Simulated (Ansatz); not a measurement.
# HfH+ (triplet): the correlation ladder, def2-TZVPP

An exercise on one series of results from a longer session: the logs are not shown, and one member is left open.

Method: def2-TZVPP, core rule «outside noble gas», up to 4 orbitals frozen; program: Ansatz 0.2.0, Gaussian basis.

To be run: UHF; ROHF; CCSD(T) on UHF.

2 further runs of the same task are left out: 2 set aside as unsound or not needed.

## The geometry

The geometry is a PBE0/def2-TZVP stationary point (not a proven minimum) of the parent state, kept for this charge and spin. No spin-orbit coupling is included. Elements past krypton take def2 core potentials.

2 atoms, charge 1, spin multiplicity 3.

Atoms are counted from 1 here; the program's logs count them from 0.

Bond lengths: Hf1–H2 1.832 Å.

The first run:

in.yaml

```yaml
crystal:
  periodic: [false, false, false]
  atoms:
    - {symbol: Hf, position_ang: [0.000000, 0.000000, 0.000000]}
    - {symbol: H, position_ang: [0.000000, 0.000000, 1.831618]}
basis:
  gaussian: {orbitals: def2-TZVPP}
total_charge: 1
magnetization: {spin_polarized: true, initial_magnetization: 2}
hamiltonian: {xc: hf}
output: {orbitals: {seedname: orbitals}}
```

Command:

```sh
$ ansatz run in.yaml --threads 1 --pin off --events-out ev --progress --plain --max-ram 4096MiB --backend cpu
```

Steps of the session up to this table: UHF; ROHF; CCSD(T) on UHF.

One table of the session follows, with a row left open; its other results are not shown here.

| method | from UCCSD(T) (meV) |
| --- | --- |
| ROHF | ? |
| UHF | +1465.9 |
| UMP2 | +334.6 |
| UCCSD | +28.6 |
| UCCSD(T) | 0 |

**Question.** Estimate the row for ROHF.

As computed: from UCCSD(T) (meV): +1569.1. In the column «from UCCSD(T) (meV)» it is the highest.
